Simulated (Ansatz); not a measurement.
# Cu2Ni: the cost of one run

Computed with Ansatz 0.2.0 (DFT PBE, scalar-relativistic, plane waves, PAW, unless a step's input says otherwise).

1 further run of the same task is left out (it didn't finish).

## Step 1: Starting point

The structure is hexagonal, space group P-62m (No. 189). The conventional cell has a = 4.418 Å, b = 4.418 Å, c = 4.213 Å, α = 90.00°, β = 90.00°, γ = 120.00°. Cu (site symmetry -62m) has 6 Ni at 2.55 Å and 6 Cu at 2.57 Å as nearest neighbours. Cu (site symmetry m2m) is surrounded by 8 Cu at 2.55 to 2.57 Å and 4 Ni at 2.57 Å. Ni (site symmetry -6) has 3 Ni at 2.55 Å and 9 Cu at 2.55 to 2.57 Å as nearest neighbours.

Coordinates:

```
CELL_PARAMETERS angstrom
4.41767 0.00000 0.00000
-2.20884 3.82581 0.00000
0.00000 0.00000 4.21267
ATOMIC_POSITIONS crystal
Cu 0.00000 0.00000 0.00000
Cu 0.00000 0.33333 0.50000
Cu 0.66667 0.66667 0.50000
Cu 0.33333 0.00000 0.50000
Ni 0.66667 0.33333 0.00000
Ni 0.33333 0.66667 0.00000
```

The start is an ordering of an alloy on its end members' structure types: elements ordered on the sites of the In type, Cu/Ni on In (P-62m, No. 189).

## Step 2: A first look at the guess

input.yaml

```yaml
crystal:
  lattice:
    - [4.41767032, 0.0, 0.0]
    - [-2.20883516, 3.82581472, 0.0]
    - [0.0, 0.0, 4.21267296]
  atoms:
    - { symbol: Cu, position: [0.0, 0.0, 0.0] }
    - { symbol: Cu, position: [0.0, 0.33333333, 0.5] }
    - { symbol: Cu, position: [0.66666667, 0.66666667, 0.5] }
    - { symbol: Cu, position: [0.33333333, 0.0, 0.5] }
    - { symbol: Ni, position: [0.66666667, 0.33333333, 0.0], spin: 2.0 }
    - { symbol: Ni, position: [0.33333333, 0.66666667, 0.0], spin: 2.0 }
basis:
  ecutwfc: 420
kpoints:
  mp_grid: { grid: [6, 6, 4] }
hamiltonian:
  xc: pbe
scf:
  occupations: { method: gaussian, width: 0.1 }
  lower_state_search: "off"
output:
  forces: true
  stress: true
  eigenvalues: true
  populations: true
magnetization:
  spin_polarized: true
```

Command:

```bash
$ ansatz run input.yaml --threads 4 --pin off --max-ram 8192MiB --backend cpu --events-out ev --progress --plain --runs-dir out
```

Q: Estimate wall time and peak memory on 4 threads of Intel Xeon at 2.70GHz, shared host.

About 14 s, with a peak of 0.53 GiB.
